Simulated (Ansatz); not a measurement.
**TaSCl3: geometry, orbitals and charge**

Aim: characterise TaSCl3 as a singlet: its structure, frontier levels and distribution of charge.

Program: Ansatz 0.2.0, Gaussian basis. Level of theory: RKS PBE0-D4/def2-TZVP. These are calculated values, not measurements.

The runs, in order: relaxation at r2SCAN-D4/def2-SVP; a search for the lowest solution at PBE0-D4/def2-SVP; a single point at PBE0-D4/def2-TZVP.

### Step 1. Where the work starts

5 atoms, charge 0, spin multiplicity 1.

Atoms are counted from 1 here; the program's logs count them from 0.

Bond lengths: Ta1–S2 2.227 Å, Ta1–Cl3 2.219 Å, Ta1–Cl4 2.219 Å, Ta1–Cl5 2.219 Å. Angles: S2–Ta1–Cl3 109.5°, S2–Ta1–Cl4 109.6°, S2–Ta1–Cl5 109.6°, Cl3–Ta1–Cl4 109.3°, Cl3–Ta1–Cl5 109.3°, Cl4–Ta1–Cl5 109.5°.

Formally the metal is d0. Ta takes a core potential in the def2 sets. No spin-orbit coupling is included.

The start is a GFN2-xTB geometry.

### Step 2. Relaxation at r2SCAN-D4/def2-SVP

Contents of in.yaml:

```yaml
crystal:
  periodic: [false, false, false]
  atoms:
    - {symbol: Ta, position_ang: [-0.001500, 0.000010, 0.000260]}
    - {symbol: S, position_ang: [0.011950, -0.016740, 2.227120]}
    - {symbol: Cl, position_ang: [2.086320, 0.009660, -0.752000]}
    - {symbol: Cl, position_ang: [-1.052200, 1.815370, -0.723690]}
    - {symbol: Cl, position_ang: [-1.044570, -1.808300, -0.751690]}
basis:
  gaussian: {orbitals: def2-SVP}
hamiltonian: {xc: r2scan, dispersion: d4}
scf: {omitted_lower_state_checks: [starts]}
output: {orbitals: {seedname: orbitals}}
relax: {f_tol: 0.02, max_steps: 100}
```

Launch:

```
$ ansatz run in.yaml --threads 4 --pin off --events-out ev --progress --plain --max-ram 3916MiB
```

The runs that follow: Searching for the lowest solution, PBE0-D4/def2-SVP; Single point, PBE0-D4/def2-TZVP.

**Question.** What will the summary of the whole plan be? Wanted: point group; near neighbours of the metal; HOMO, LUMO at PBE0-D4/def2-TZVP; charge on the metal; dipole at r2SCAN-D4/def2-SVP.

**Answer**, as computed:

| quantity | value |
| --- | --- |
| point group | C3v |
| near neighbours of the metal | S 2.15, Cl 2.29, Cl 2.29, Cl 2.29 Å |
| HOMO, LUMO at PBE0-D4/def2-TZVP | -8.32, -3.00 eV |
| charge on the metal (Mulliken, PBE0-D4/def2-TZVP) | +1.04 e |
| dipole at r2SCAN-D4/def2-SVP | 1.28 D |

In words: The molecule keeps its bonding pattern by the stored test; the atoms moved 0.08 Å (rms). The metal has 4 near neighbours by the distance rule, from 2.15 to 2.29 Å. The Mulliken charge of the metal, +1.04 e, depends on the basis and isn't its oxidation state. No usable vibrations, so a minimum isn't proven. The HOMO lies nearest to S2 69 %; Ta1 12 % and the LUMO to Ta1 63 %; Cl3 12 %. Whether this spin is the lowest isn't tested here.
